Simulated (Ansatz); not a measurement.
# FH4NSnZn, SMILES [F][Zn][NH][SnH3]: a rigid scan of one bond length

Computed with Ansatz 0.2.0, Python API.

Input file `fh4nsnzn.xyz`:
```text
8

F     1.43940   -1.84430    1.59040
Zn    1.92280   -1.27290   -0.15360
N     0.87230    0.16460    0.34760
Sn   -0.94900    0.42150   -0.32540
H     1.44470    0.99600    0.03400
H    -1.70030    1.88860    0.36170
H    -1.96580   -0.96280    0.16420
H    -0.97200    0.55220   -2.07470
```

Run as a notebook:

In [1]:
```python
import ansatz as az
import matplotlib.pyplot as plt
import numpy as np

molecule = az.Crystal.molecule_from_extxyz("fh4nsnzn.xyz")
```

In [2]:
```python
symbols = [site.symbol for site in molecule.cartesian_sites]
start = np.array([site.position_ang for site in molecule.cartesian_sites])
axis = (start[0] - start[1]) / np.linalg.norm(start[0] - start[1])
moving = [0]
lengths, energies = [1.67, 1.746, 1.822, 1.898, 1.974, 2.05, 2.126, 2.239], []
for length in lengths:
    xyz = start.copy()
    xyz[moving] += (length - np.linalg.norm(start[0] - start[1])) * axis
    point = az.Crystal.molecule()
    for symbol, place in zip(symbols, xyz):
        point = point.atom(symbol, place.tolist())
    setup = (
        point.calculation()
        .basis(gaussian="def2-SVP")
        .functional("r2SCAN", dispersion="d4")
    )
    report = setup.run(threads=1, backend="cpu").report
    energies.append(report["free_energy_ev"])
    print(f"r = {length:6.3f} A  E = {energies[-1]:.5f} eV  <S^2> = {abs(report['mean_field']['state']['spin_squared']):.3f}")

# quartic fit about the minimum
fit = np.polynomial.Polynomial.fit(lengths, np.array(energies) - min(energies), 4).convert()
roots = [r.real for r in fit.deriv().roots() if abs(r.imag) < 1e-9 and fit.deriv(2)(r.real) > 0]
r_e = min(roots, key=lambda r: abs(r - lengths[int(np.argmin(energies))]))
print(f"minimum of the fit at {r_e:.4f} A, force constant {fit.deriv(2)(r_e):.2f} eV/A^2")
plt.figure(figsize=(4.5, 3))
plt.plot(lengths, np.array(energies) - min(energies), "o-")
plt.xlabel("bond length (A)")
plt.ylabel("E - E(min) (eV)")
plt.tight_layout()
plt.savefig("scan.png", dpi=100)
```
```text
r =  1.670 A  E = -58509.86171 eV  <S^2> = 0.000
r =  1.746 A  E = -58510.10883 eV  <S^2> = 0.000
r =  1.822 A  E = -58510.19370 eV  <S^2> = 0.000
r =  1.898 A  E = -58510.16890 eV  <S^2> = 0.000
r =  1.974 A  E = -58510.07173 eV  <S^2> = 0.000
r =  2.050 A  E = -58509.92834 eV  <S^2> = 0.000
r =  2.126 A  E = -58509.75716 eV  <S^2> = 0.000
r =  2.239 A  E = -58509.47823 eV  <S^2> = 0.000
minimum of the fit at 1.8391 A, force constant 17.58 eV/A^2
```

Notes:
- Total energies depend on the basis set; only differences at equal settings carry meaning.
- The rest of the molecule is held rigid at a force-field or estimated start geometry, and the basis set is modest; single-reference methods fail as a bond breaks.
- def2 sets replace the cores of elements past krypton by effective core potentials.
- The orbitals are restricted, so S² is zero by construction.
- Timing: 73 s on 1 thread of Arm Neoverse V1 (shared host), peak memory 0.28 GiB.
